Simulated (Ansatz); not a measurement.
# CH₃BrSi: up Jacob's ladder to CCSD(T)

How much do the methods differ for CH₃BrSi? The plan is to run it at one geometry with functionals of several rungs and with coupled cluster, and see how far each lands from CCSD(T) at the basis-set limit for the atomisation energy.

Method: functionals in def2-TZVPP, the program's frozen cores in correlated methods; program: Ansatz 0.2.0, Gaussian basis.

Levels to be run: LDA (SPW92), PBE-D4, revPBE-D4, BLYP-D4, r2SCAN-D4, B97M-V, PBE0-D4, B3LYP-D4, r2SCANh-D4, r2SCAN0-D4, HSE06-D4, BHLYP-D4, CAM-B3LYP-D4, LC-ωPBE, ωB97X-V, ωB97M-V, B2PLYP, PBE-QIDH; CCSD(T)/def2-SVP; CCSD(T)/def2-TZVPP; MP2/def2-QZVPP; extrapolation to the limit; RPA on PBE.

## (1) The geometry

All runs share one geometry, relaxed beforehand with PBE0-D4 in a triple-zeta def2 set.

SMILES `C[Si]Br`, 6 atoms, charge 0, spin multiplicity 1.

Atoms are counted from 1 here; the program's logs count them from 0.

Bond lengths: C1–Si2 1.888 Å, C1–H4 1.096 Å, C1–H5 1.093 Å, C1–H6 1.095 Å, Si2–Br3 2.264 Å. Angles: Si2–C1–H4 110.1°, Si2–C1–H5 111.1°, Si2–C1–H6 110.6°, H4–C1–H5 108.9°, H4–C1–H6 106.8°, H5–C1–H6 109.1°, C1–Si2–Br3 98.3°.

## (2) LDA

This LDA is Slater exchange with PW92 correlation.

in.yaml reads:

```yaml
crystal:
  periodic: [false, false, false]
  atoms:
    - {symbol: C, position_ang: [-0.433584, 0.379089, -0.206821]}
    - {symbol: Si, position_ang: [0.012646, -0.760472, 1.230991]}
    - {symbol: Br, position_ang: [1.998334, -1.514964, 0.446610]}
    - {symbol: H, position_ang: [0.331950, 1.154191, -0.325822]}
    - {symbol: H, position_ang: [-1.402005, 0.859030, -0.043397]}
    - {symbol: H, position_ang: [-0.465240, -0.180874, -1.147762]}
basis:
  gaussian: {orbitals: def2-TZVPP}
hamiltonian: {xc: lda}
output: {orbitals: {seedname: orbitals}}
```

After this run come: PBE-D4 (GGA); revPBE-D4 (GGA); BLYP-D4 (GGA); r2SCAN-D4 (meta-GGA); B97M-V (meta-GGA); PBE0-D4 (hybrid); B3LYP-D4 (hybrid); r2SCANh-D4 (hybrid); r2SCAN0-D4 (hybrid); HSE06-D4 (hybrid); BHLYP-D4 (hybrid); CAM-B3LYP-D4 (range-separated); LC-ωPBE-D4 (range-separated); ωB97X-V (range-separated); ωB97M-V (range-separated); B2PLYP (double hybrid); PBE-QIDH (double hybrid); CCSD(T) in def2-SVP; CCSD(T) in def2-TZVPP; MP2 in def2-QZVPP; RPA on PBE orbitals.

**Question.** What will the summary of the whole plan be? Wanted: atomisation energy, CCSD(T)/CBS; farthest beyond LDA; mean size of error, GGA; mean size of error, meta-GGA; mean size of error, hybrid; mean size of error, range-separated; mean size of error, double hybrid; gap, smallest and largest; T1 diagnostic.

As calculated:

| quantity | value |
| --- | --- |
| atomisation energy, CCSD(T)/CBS | 1987.3 kJ/mol |
| functionals within 19.9 kJ/mol (1.0 %) | revPBE-D4, BLYP-D4, r2SCAN-D4, B97M-V, PBE0-D4, B3LYP-D4, r2SCANh-D4, HSE06-D4, CAM-B3LYP-D4, ωB97X-V, ωB97M-V, PBE-QIDH |
| farthest beyond LDA | BHLYP-D4 (-56.1 kJ/mol) |
| mean size of error, GGA | 20.2 kJ/mol |
| mean size of error, meta-GGA | 3.6 kJ/mol |
| mean size of error, hybrid | 18.8 kJ/mol |
| mean size of error, range-separated | 15.4 kJ/mol |
| mean size of error, double hybrid | 26.5 kJ/mol |
| gap, smallest and largest | 2.13 eV (LDA (SPW92)), 8.74 eV (LC-ωPBE) |
| T1 diagnostic | 0.0107 |
| triples share of the correlation energy | 3.8 % |

LDA overbinds by 257.2 kJ/mol (13 %). PBE-D4 misses by +23.8 kJ/mol. Double hybrids carry the basis error of their MP2 part in triple zeta, and no dispersion term here, so their miss is partly the set-up's. The rungs meta-GGA, range-separated, hybrid miss on average by less than the doubt on the reference (19.9 kJ/mol), so they tie. The reference freezes the cores and leaves out relativity and excitations past (T), and its outer-core shells are covered unevenly, so misses under about 19.9 kJ/mol can't be ranked. All levels share the lack of spin-orbit coupling, which lowers the free heavy atoms and so the true binding. Hartree-Fock recovers 74 % of the binding; the rest is correlation. CCSD(T) in def2-SVP is off by -130.2 kJ/mol, so the small basis spoils what the method gains. The gap grows from 2.1 to 8.7 eV across the functionals, mostly with the share of exact exchange. The restricted reference is unstable towards a spin-broken one. Correlated methods include outer-core shells of Br, which these sets cover unevenly.
